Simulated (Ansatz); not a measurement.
**AsH7OSi: a reaction path by the nudged elastic band**

What path joins these two structures, and how high does it climb? Both ends were relaxed at PBE0-D4 in triple zeta.

Program: Ansatz 0.2.0, Gaussian basis. Level of theory: PBE0-D4/def2-SVP. These are calculated values, not measurements.

22 further runs of the same task are left out: 22 set aside as unsound or not needed.

## Step 1: The starting structure

The first end: 10 atoms, charge 0, spin multiplicity 1.

Atoms are counted from 1 here; the program's logs count them from 0.

Bond lengths: Si1–O2 1.649 Å, Si1–H3 1.480 Å, Si1–H4 1.489 Å, Si1–H5 1.490 Å, O2–H8 0.958 Å, H6–As7 1.521 Å, As7–H9 1.522 Å, As7–H10 1.522 Å. Angles: O2–Si1–H3 105.9°, O2–Si1–H4 111.5°, O2–Si1–H5 111.5°, H3–Si1–H4 110.1°, H3–Si1–H5 109.8°, H4–Si1–H5 107.9°, Si1–O2–H8 117.8°, H6–As7–H9 92.1°, H6–As7–H10 92.2°, H9–As7–H10 92.2°.

Coordinates:

```xyz
10
AsH7OSi
Si   -0.6876    1.4053   -0.7126
O    -1.2511    1.0888    0.8041
H    -1.4347    0.5058   -1.6198
H    -0.9174    2.8257   -1.0952
H     0.7727    1.1319   -0.8214
H     0.0302   -1.5020    0.7820
As    1.0270   -2.1747   -0.1492
H    -0.8897    1.5980    1.5302
H     2.2063   -1.4876    0.5237
H     1.1442   -3.3913    0.7582
```

The second end:

```mol
AsH7OSi
  3D, bonds by distance, orders not assigned

 10  8  0  0  0  0  0  0  0  0999 V2000
    0.2739    0.5958   -1.0030 Si  0  0
   -1.3886   -0.0843    1.5916 O   0  0
   -1.1846    0.8091   -1.1931 H   0  0
    0.7716    1.5547    0.0180 H   0  0
    0.9356    0.9125   -2.2992 H   0  0
   -1.1203    0.6463    2.1539 H   0  0
    0.7113   -1.6705   -0.4884 As  0  0
   -2.2493    0.1652    1.2466 H   0  0
    2.1522   -1.5578   -0.9735 H   0  0
    1.0981   -1.3711    0.9471 H   0  0
  1  3  8  0
  1  4  8  0
  1  5  8  0
  1  7  8  0
  2  6  8  0
  2  8  8  0
  7  9  8  0
  7 10  8  0
M  END
```

## Step 2: The band at PBE0-D4/def2-SVP

Contents of neb/in.yaml:

```yaml
crystal:
  periodic: [false, false, false]
  atoms:
    - {symbol: Si, position_ang: [-0.687643, 1.405329, -0.712611]}
    - {symbol: O, position_ang: [-1.251067, 1.088759, 0.804105]}
    - {symbol: H, position_ang: [-1.434664, 0.505796, -1.619778]}
    - {symbol: H, position_ang: [-0.917368, 2.825688, -1.095208]}
    - {symbol: H, position_ang: [0.772703, 1.131926, -0.821370]}
    - {symbol: H, position_ang: [0.030234, -1.501962, 0.781988]}
    - {symbol: As, position_ang: [1.026950, -2.174723, -0.149241]}
    - {symbol: H, position_ang: [-0.889717, 1.598020, 1.530210]}
    - {symbol: H, position_ang: [2.206313, -1.487635, 0.523668]}
    - {symbol: H, position_ang: [1.144161, -3.391299, 0.758238]}
basis:
  gaussian: {orbitals: def2-SVP}
hamiltonian: {xc: pbe0, dispersion: d4}
neb:
  images: 5
  climbing: true
  max_iterations: 40
  initial_path: idpp
  final_atoms:
    - {symbol: Si, position_ang: [0.273888, 0.595848, -1.002961]}
    - {symbol: O, position_ang: [-1.388624, -0.084342, 1.591584]}
    - {symbol: H, position_ang: [-1.184555, 0.809119, -1.193051]}
    - {symbol: H, position_ang: [0.771619, 1.554732, 0.018001]}
    - {symbol: H, position_ang: [0.935626, 0.912483, -2.299213]}
    - {symbol: H, position_ang: [-1.120349, 0.646348, 2.153917]}
    - {symbol: As, position_ang: [0.711311, -1.670548, -0.488448]}
    - {symbol: H, position_ang: [-2.249315, 0.165156, 1.246553]}
    - {symbol: H, position_ang: [2.152221, -1.557782, -0.973500]}
    - {symbol: H, position_ang: [1.098076, -1.371114, 0.947118]}
```

The run is started by

```
ansatz run in.yaml --threads 4 --pin off --events-out ev --progress --plain --max-ram 9574MiB
```

What does the calculation give? Wanted: from earlier runs: barrier over the separately found saddle, CCSD(T)/def2-TZVPP.

**Answer**, as computed:

```
                                                                       quantity                                           value
                                                PBE0-D4/def2-SVP, 23 iterations  highest 1.718 eV (image 2), last end +0.299 eV
from earlier runs: barrier over the separately found saddle, CCSD(T)/def2-TZVPP                                        2.107 eV
```

In words: The highest image lies 1.718 eV above the first end, and it climbed, so it estimates the saddle. The ends are not quite minima at this level (largest force component 0.45 eV/Å), so the heights are unreliable: relaxing the first end would lower it and raise the barrier above it. The highest image is 0.389 eV below the CCSD(T) barrier in triple zeta, which comes from separate runs on the saddle.
